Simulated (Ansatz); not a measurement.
# Cl₂F₂MoS: a ladder of functionals and wavefunction methods

One table from this session's results is given with a row withheld; the runs are named, their logs left out.

Program: Ansatz 0.2.0, Gaussian basis. Level of theory: functionals in def2-TZVPP, the program's frozen cores in correlated methods. These are calculated values, not measurements.

Levels to be run: LDA (SPW92), PBE-D4, revPBE-D4, BLYP-D4, r2SCAN-D4, B97M-V, PBE0-D4, B3LYP-D4, r2SCANh-D4, r2SCAN0-D4, HSE06-D4, BHLYP-D4, CAM-B3LYP-D4, LC-ωPBE, ωB97X-V, ωB97M-V, B2PLYP, PBE-QIDH; CCSD(T)/def2-SVP; CCSD(T)/def2-TZVPP; MP2/def2-QZVPP; extrapolation to the limit; RPA on PBE.

1 further run of the same task is left out (for a known fault of the program).

### Structure used throughout

The geometry comes from an earlier relaxation with PBE0-D4 in a triple-zeta def2 set; it is a stationary point. Mo takes the def2 core potential; no spin-orbit term is included.

SMILES `[F][Mo]([F])(=[S])([Cl])[Cl]`, 6 atoms, charge 0, spin multiplicity 1.

Atoms are counted from 1 here; the program's logs count them from 0.

Bond lengths: F1–Mo2 1.844 Å, Mo2–F3 1.844 Å, Mo2–S4 2.058 Å, Mo2–Cl5 2.263 Å, Mo2–Cl6 2.263 Å. Angles: F1–Mo2–F3 83.4°, F1–Mo2–S4 106.1°, F1–Mo2–Cl5 149.6°, F1–Mo2–Cl6 85.9°, F3–Mo2–S4 106.1°, F3–Mo2–Cl5 85.9°, F3–Mo2–Cl6 149.6°, S4–Mo2–Cl5 104.1°, S4–Mo2–Cl6 104.1°, Cl5–Mo2–Cl6 89.2°.

Set-up of the first run:

in.yaml

```yaml
crystal:
  periodic: [false, false, false]
  atoms:
    - {symbol: F, position_ang: [-0.100793, -1.064923, 1.565572]}
    - {symbol: Mo, position_ang: [0.017648, -0.076567, 0.013408]}
    - {symbol: F, position_ang: [1.615008, -0.976026, -0.185359]}
    - {symbol: S, position_ang: [-1.294518, -0.940184, -1.316298]}
    - {symbol: Cl, position_ang: [0.992674, 1.586434, -1.172747]}
    - {symbol: Cl, position_ang: [-1.230030, 1.471256, 1.095424]}
basis:
  gaussian: {orbitals: def2-TZVPP}
hamiltonian: {xc: lda}
output: {orbitals: {seedname: orbitals}}
```

The run is started by

```console
ansatz run in.yaml --threads 4 --pin off --events-out ev --progress --plain --max-ram 10444MiB
```

Among the steps run: LDA; PBE-D4 (GGA); revPBE-D4 (GGA); BLYP-D4 (GGA); r2SCAN-D4 (meta-GGA); B97M-V (meta-GGA); B3LYP-D4 (hybrid); r2SCANh-D4 (hybrid); r2SCAN0-D4 (hybrid); HSE06-D4 (hybrid); BHLYP-D4 (hybrid); CAM-B3LYP-D4 (range-separated); LC-ωPBE (range-separated); ωB97X-V (range-separated); ωB97M-V (range-separated); B2PLYP (double hybrid); PBE-QIDH (double hybrid).

One table of the session follows, with a row left open; its other results are not shown here.

It belongs to the step «Orbital energies across the functionals». 

```
  functional  HOMO (eV)  LUMO (eV)  gap (eV)
 LDA (SPW92)      -7.99      -5.69      2.30
      PBE-D4      -7.82      -5.47      2.35
   revPBE-D4      -7.76      -5.39      2.37
     BLYP-D4      -7.65      -5.34      2.30
   r2SCAN-D4      -8.18      -5.57      2.61
      B97M-V      -8.25      -5.56      2.69
     PBE0-D4      -9.12      -4.86      4.27
    B3LYP-D4      -8.86      -5.03      3.83
  r2SCANh-D4      -8.65      -5.31      3.34
  r2SCAN0-D4      -9.36      -4.89      4.47
    HSE06-D4      -8.73      -5.23      3.50
    BHLYP-D4          ?          ?         ?
CAM-B3LYP-D4     -10.37      -3.80      6.57
     LC-ωPBE     -11.70      -2.74      8.96
     ωB97X-V     -11.35      -2.78      8.58
     ωB97M-V     -11.19      -2.73      8.45
```

Estimate the missing values for BHLYP-D4.

Worked estimate for «HOMO (eV)». Against the share of exact exchange, BLYP-D4 (0, -7.65), B3LYP-D4 (0.2, -8.86) give a slope of -6.05 per unit share; at 0.5 the line stands at -10.67.

As computed: HOMO (eV): -10.26; LUMO (eV): -3.99; gap (eV): 6.27. In «HOMO (eV)» the line misses by -0.41.
